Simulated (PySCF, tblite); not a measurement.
# C5H13F2NSi: geometry, infrared bands and NMR shifts

Aim: predict the infrared bands and NMR shifts of C5H13F2NSi (`CN(C)[SiH2][C@@H](F)CCF`).

Programs: tblite 0.8.0 and PySCF 2.14.0, with density-fitted response routines of our own. Each step states its level of theory. These are calculated values for one molecule in the gas phase, unless marked as measured. Atoms count from 0, in the outputs and in this text.

## Step 1: Starting geometry

22 atoms, charge 0, multiplicity 1; geometry from: force field or distance geometry start.

Bonds of the start (Å): C0–N1 1.47, N1–C2 1.44, N1–Si3 1.80, Si3–C4 1.85, C4–F5 1.41, C4–C6 1.49, C6–C7 1.51, C7–F8 1.38, C0–H9 1.09, C0–H10 1.11, C0–H11 1.11, C2–H12 1.10, C2–H13 1.12, C2–H14 1.12, Si3–H15 1.49, Si3–H16 1.47, C4–H17 1.12, C6–H18 1.11, C6–H19 1.14, C7–H20 1.11, C7–H21 1.12.

## Step 2: Relaxing the molecule with GFN2-xTB

What the job is given:

```
{"job": {"kind": "relax", "xc": "GFN2-xTB", "basis": "xTB"}, "charge": 0, "multiplicity": 1}
C      2.642900    -1.227700     0.258500
N      1.769000    -0.073700     0.485600
C      2.276700     1.003300    -0.319200
Si     0.108800    -0.582400     0.001600
C     -0.927400     0.944500    -0.176300
F     -1.008500     1.230600    -1.555200
C     -2.274100     0.733400     0.418700
C     -3.057200    -0.401000    -0.187800
F     -2.347500    -1.572000    -0.034200
H      3.645900    -0.924600    -0.054100
H      2.680900    -1.801300     1.212400
H      2.191400    -1.850700    -0.548300
H      2.217000     0.822200    -1.397800
H      3.355800     1.153100    -0.059700
H      1.722900     1.952800    -0.108800
H     -0.412400    -1.336700     1.178300
H      0.154700    -1.395800    -1.219700
H     -0.455900     1.829800     0.325700
H     -2.873200     1.670100     0.377100
H     -2.101900     0.445000     1.503300
H     -3.278600    -0.194000    -1.256300
H     -4.039600    -0.405600     0.353900
```

The run is started by

```
OMP_NUM_THREADS=1 python probes_run.py task.json out
```

This one command runs all jobs of the session in turn.

**Question.** This job is followed by: GFN2-xTB harmonic vibrations, gas phase; GIAO PBE0/pcSseg-1 NMR shielding, non-relativistic, gas phase. Predict these results of the whole session: strongest single infrared mode (GFN2-xTB); zero-point energy (GFN2-xTB); ¹³C shifts against TMS (PBE0/pcSseg-1, means over atoms taken as alike); ¹H shifts against TMS (PBE0/pcSseg-1, means over atoms taken as alike); ¹⁵N shifts against NH3 (PBE0/pcSseg-1); ²⁹Si shifts against TMS (PBE0/pcSseg-1); ¹⁹F shifts against CFCl3 (PBE0/pcSseg-1); surface potential, 1st and 99th percentile.

As calculated:

```
                                                               quantity                                               value
                              strongest single infrared mode (GFN2-xTB)                               2211 cm⁻¹, 315 km/mol
                                           zero-point energy (GFN2-xTB)                                      109.8 kcal/mol
¹³C shifts against TMS (PBE0/pcSseg-1, means over atoms taken as alike)                          91.0, 82.0, 40.9, 39.9 ppm
 ¹H shifts against TMS (PBE0/pcSseg-1, means over atoms taken as alike)  5.14, 4.97, 4.86, 4.82, 4.49, 2.64, 2.18, 1.99 ppm
                                 ¹⁵N shifts against NH3 (PBE0/pcSseg-1)                                            17.7 ppm
                                ²⁹Si shifts against TMS (PBE0/pcSseg-1)                                           -28.9 ppm
                               ¹⁹F shifts against CFCl3 (PBE0/pcSseg-1)                                  -244.4, -253.7 ppm
                                  surface potential, 1st and 99th percentile                                  -1.01 V and 0.91 V
```

**Reading.** Over 129 steps the energy fell by 0.948 eV; of the close pairs, N1–Si3 changed most, 1.803 to 1.718 Å. No mode is imaginary among the 60: a minimum at this level. The strongest single mode, at 2211 cm⁻¹, moves mainly H16. Unscaled tight-binding wavenumbers are off by several per cent, some by more. Its intensities can rank the bands wrongly. The most deshielded hydrogen is H17 (hydrogen on an sp3 CH bonded to F and Si), at 5.14 ppm: its carbon carries F, hence the downfield position.
